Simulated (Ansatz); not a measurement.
**SiPH5 (SMILES [SiH3]P): CAM-B3LYP/STO-3G**

What is the electronic atomisation energy of SiPH5 at CAM-B3LYP/STO-3G? 

The calculation is run with Ansatz 0.2.0.

50 further runs of the same task are left out: 50 set aside as unsound or not needed.

## (1) The system as given

SiPH5 has 7 atoms, charge 0, and is taken as a singlet. As SMILES, `[SiH3]P`. The shape is that of a GFN2-xTB optimisation.

Bond lengths: Si1–P2 2.234 Å, Si1–H3 1.462 Å, Si1–H4 1.462 Å, Si1–H5 1.465 Å, P2–H6 1.383 Å, P2–H7 1.383 Å. Angles: Si1–P2–H6 95.7°, Si1–P2–H7 95.8°, P2–Si1–H3 106.9°, P2–Si1–H4 106.8°, P2–Si1–H5 113.1°, H6–P2–H7 92.2°, H3–Si1–H4 111.1°, H3–Si1–H5 109.5°, H4–Si1–H5 109.5°.

## (2) The energy at CAM-B3LYP/STO-3G

File job.yaml:

```yaml
crystal:
  periodic: [false, false, false]
  atoms:
    - {symbol: Si, position_ang: [-0.640830, -0.361550, -0.395920]}
    - {symbol: P, position_ang: [1.061310, -0.009120, 1.007680]}
    - {symbol: H, position_ang: [-1.825500, -0.602940, 0.426340]}
    - {symbol: H, position_ang: [-0.298920, -1.544330, -1.184630]}
    - {symbol: H, position_ang: [-0.890510, 0.768910, -1.293660]}
    - {symbol: H, position_ang: [0.664680, 1.260240, 1.387120]}
    - {symbol: H, position_ang: [1.929760, 0.488790, 0.053060]}
basis:
  gaussian:
    orbitals: STO-3G
hamiltonian:
  xc: {name: CAM-B3LYP}
accuracy: high
```

The run is started by

```bash
ansatz run job.yaml --threads 1 --pin off --max-ram 2610MiB --events-out events.jsonl --progress --plain --runs-dir runs
```

Standard output:

```text
Warning: RAYON_NUM_THREADS=1 ignored (pool sized by the plan → 1); use --threads N
Functional definition: CAM-B3LYP
  name "CAM-B3LYP"
  parameter alpha = 0.19
  parameter beta = 0.46
  parameter omega = 0.33/bohr
  parameter ac = 0.81
  exchange = (1 - alpha - beta)*b88_x + beta*b88_x_sr(omega) + alpha*exact_x + beta*exact_x_lr(omega)
  correlation = (1 - ac)*vwn5_c + ac*lyp_c
414 factors; integrals over basis functions are off by at most 1.0e-8 eV
185 factors; integrals over basis functions are off by at most 1.3e-9 eV
mean field evaluation 1: about -17049.5683 eV, gradient 1.1e1 eV
mean field evaluation 2: about -17049.9617 eV, gradient 4.8e0 eV
mean field evaluation 4: about -17050.0393 eV, gradient 1.2e-1 eV
mean field evaluation 8: about -17049.9850 eV, gradient 1.3e-4 eV
mean field -17049.98503219 eV, -626.5753930380 hartree, gradient 2.3e-8 eV, S^2 0.000000; 0 other end points of the search recorded, 0 dependent functions left out
reference -17049.98504623 eV, -626.5753935538 hartree; 17, 17 occupied and 6, 6 virtual orbitals, 414 factors
Total energy: -17049.98504623 eV, -626.5753935538 hartree
```

Wall time 1.9 s (1 thread of Arm Neoverse V1, shared host); peak memory 0.1 GiB.

## (3) The H atom at the same level

File run.yaml:

```yaml
crystal:
  periodic: [false, false, false]
  atoms:
    - symbol: H
      position_ang: [0.000000, 0.000000, 0.000000]
basis:
  gaussian:
    orbitals: STO-3G
magnetization:
  spin_polarized: true
  initial_magnetization: 1
hamiltonian:
  xc: {name: CAM-B3LYP}
accuracy: high
```

The run is started by

```bash
ansatz run run.yaml --threads 1 --pin off --max-ram 2610MiB --events-out events.jsonl --progress --plain --runs-dir runs
```

Standard output:

```text
Warning: RAYON_NUM_THREADS=1 ignored (pool sized by the plan → 1); use --threads N
Functional definition: CAM-B3LYP
  name "CAM-B3LYP"
  parameter alpha = 0.19
  parameter beta = 0.46
  parameter omega = 0.33/bohr
  parameter ac = 0.81
  exchange = (1 - alpha - beta)*b88_x + beta*b88_x_sr(omega) + alpha*exact_x + beta*exact_x_lr(omega)
  correlation = (1 - ac)*vwn5_c + ac*lyp_c
1 factors; integrals over basis functions are off by at most 4.6e-10 eV
1 factors; integrals over basis functions are off by at most 3.0e-10 eV
mean field evaluation 1: about -12.5879 eV, gradient 0.0e0 eV
mean field evaluation 2: about -12.5879 eV, gradient 0.0e0 eV
mean field -12.58793461 eV, -0.4625980644 hartree, gradient 0.0e0 eV, S^2 0.750000; 0 other end points of the search recorded, 0 dependent functions left out
reference -12.58794100 eV, -0.4625982992 hartree; 1, 0 occupied and 0, 1 virtual orbitals, 1 factors
Total energy: -12.58794100 eV, -0.4625982992 hartree
```

Run time: 0.15 s. Hardware: 1 thread of Arm Neoverse V1, shared host.

## (4) The P atom

File molecule.yaml:

```yaml
basis:
  gaussian:
    orbitals: STO-3G
crystal:
  periodic: [false, false, false]
  atoms:
    - {symbol: P, position_ang: [0.000000, 0.000000, 0.000000]}
magnetization:
  spin_polarized: true
  initial_magnetization: 3
hamiltonian:
  xc: {name: CAM-B3LYP}
accuracy: high
```

Run the same way, it converges to -337.34452 Eh (log not shown).

## (5) The Si atom at the same level

File molecule.yaml:

```yaml
crystal:
  periodic: [false, false, false]
  atoms:
    - {symbol: Si, position_ang: [0.000000, 0.000000, 0.000000]}
basis:
  gaussian:
    orbitals: STO-3G
accuracy: high
hamiltonian:
  xc: {name: CAM-B3LYP}
magnetization:
  spin_polarized: true
  initial_magnetization: 2
```

Run the same way, it converges to -285.92344 Eh (log not shown).

## (6) Results

At CAM-B3LYP/STO-3G:

```
                     quantity          value
       molecule: total energy  -626.57539 Eh
         H atom: total energy    -0.46260 Eh
                 H atom: ⟨S²⟩          0.750
         P atom: total energy  -337.34452 Eh
                 P atom: ⟨S²⟩          3.750
        Si atom: total energy  -285.92344 Eh
                Si atom: ⟨S²⟩          2.000
electronic atomisation energy      27.060 eV
```

What this shows: Taking the molecule apart into free atoms costs 27.06 eV (2611 kJ/mol), before zero-point energy and without spin-orbit coupling. In a minimal basis such a difference can be off by several eV, whatever the method.
